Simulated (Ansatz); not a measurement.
# Mo2Ru3: properties of a relaxed candidate

Aim: for this structure of Mo2Ru3, repeat the electronic structure at other levels of theory.

Computed with Ansatz 0.2.0 (DFT PBE, scalar-relativistic, plane waves, PAW, unless a step names another level, unless a step's input says otherwise).

## 1. The structure to begin with

Symmetry: P6_3/mmc, No. 194, hexagonal system. Conventional cell: a = 2.765 Å, b = 2.765 Å, c = 22.014 Å, α = 90.00°, β = 90.00°, γ = 120.00°. Around Mo (site symmetry 3m) lie 6 Ru at 2.70 to 2.74 Å and 6 Mo at 2.76 Å. Around Ru (site symmetry 3m) lie 3 Mo at 2.70 Å and 9 Ru at 2.70 to 2.76 Å. Around Ru (site symmetry -6m2) lie 6 Mo at 2.74 Å and 6 Ru at 2.76 Å.

As a file:

```cif
data_structure
_symmetry_space_group_name_H-M 'P6_3/mmc'
_symmetry_Int_Tables_number 194
_cell_length_a 2.7646
_cell_length_b 2.7646
_cell_length_c 22.0135
_cell_angle_alpha 90.000
_cell_angle_beta 90.000
_cell_angle_gamma 120.000
_cell_volume 145.71
loop_
_atom_site_label
_atom_site_type_symbol
_atom_site_symmetry_multiplicity
_atom_site_Wyckoff_symbol
_atom_site_fract_x
_atom_site_fract_y
_atom_site_fract_z
_atom_site_occupancy
Mo1 Mo 4 f 0.33333 0.66667 0.64871 1
Ru1 Ru 4 f 0.33333 0.66667 0.04960 1
Ru2 Ru 2 c 0.33333 0.66667 0.25000 1
```

The cell was relaxed beforehand at this level, from a generated guess; it needn't be the stable form of this composition. At a tolerance of 0.05 Å it has space group P6_3/mmc (No. 194); it has 14.57 Å³/atom, an uncorrected energy of +0.05 eV/atom over the elements and, on its mesh, gap none (metal).

## 2. The same geometry with r2SCAN

Contents of input.yaml:

```yaml
crystal:
  lattice:
    - [2.7645907131, -2.89e-08, 0.0]
    - [-1.3822953316, 2.3942058031, 0.0]
    - [0.0, 0.0, 22.0135456]
  atoms:
    - { symbol: Mo, position: [0.3333333333, 0.6666666667, 0.648715] }
    - { symbol: Mo, position: [0.3333333333, 0.6666666667, 0.851285] }
    - { symbol: Mo, position: [0.6666666667, 0.3333333333, 0.148715] }
    - { symbol: Mo, position: [0.6666666667, 0.3333333333, 0.351285] }
    - { symbol: Ru, position: [0.3333333333, 0.6666666667, 0.049597] }
    - { symbol: Ru, position: [0.3333333333, 0.6666666667, 0.25] }
    - { symbol: Ru, position: [0.3333333333, 0.6666666667, 0.450403] }
    - { symbol: Ru, position: [0.6666666667, 0.3333333333, 0.75] }
    - { symbol: Ru, position: [0.6666666667, 0.3333333333, 0.950403] }
    - { symbol: Ru, position: [0.6666666667, 0.3333333333, 0.549597] }
basis:
  ecutwfc: 500
kpoints:
  mp_grid: { grid: [18, 18, 2] }
  band_path:
    path:
      - [[0.0, 0.0, 0.0], [0.5, 0.0, 0.0], [0.33333333, 0.33333333, 0.0], [0.0, 0.0, 0.0], [0.0, 0.0, 0.5], [0.5, 0.0, 0.5], [0.33333333, 0.33333333, 0.5], [0.0, 0.0, 0.5]]
      - [[0.5, 0.0, 0.5], [0.5, 0.0, 0.0]]
      - [[0.33333333, 0.33333333, 0.5], [0.33333333, 0.33333333, 0.0]]
    npoints: 14
hamiltonian:
  xc: r2scan
scf:
  occupations: { method: gaussian, width: 0.1 }
  n_extra_bands: 25
output:
  forces: true
  stress: true
  eigenvalues: true
  populations: true
  dos: { projected: true, de: 0.02, nscf_kmesh: { grid: [22, 22, 3] } }
  bader: true
  write_density: true
  write_potential: true
  elf: true
  volumetric_format: npy
```

Run with:

```
> ansatz run input.yaml --threads 4 --pin off --max-ram 8192MiB --backend cpu --events-out ev --progress --plain --runs-dir out
```

Q: Predict the outcome of this session. Wanted: gap; states at the Fermi level; Bader charges.

**Answer**, as computed:

| quantity | value |
| --- | --- |
| gap (r2SCAN) | none (metal) |
| states at the Fermi level (r2SCAN) | 7.42 per eV per cell |
| Bader charges (r2SCAN) | Mo +0.47, Ru -0.44 to -0.24 e |

**Reading.** All levels find a metal. At this fixed cell r2SCAN gives -5.0 GPa, so it would relax to a smaller volume.
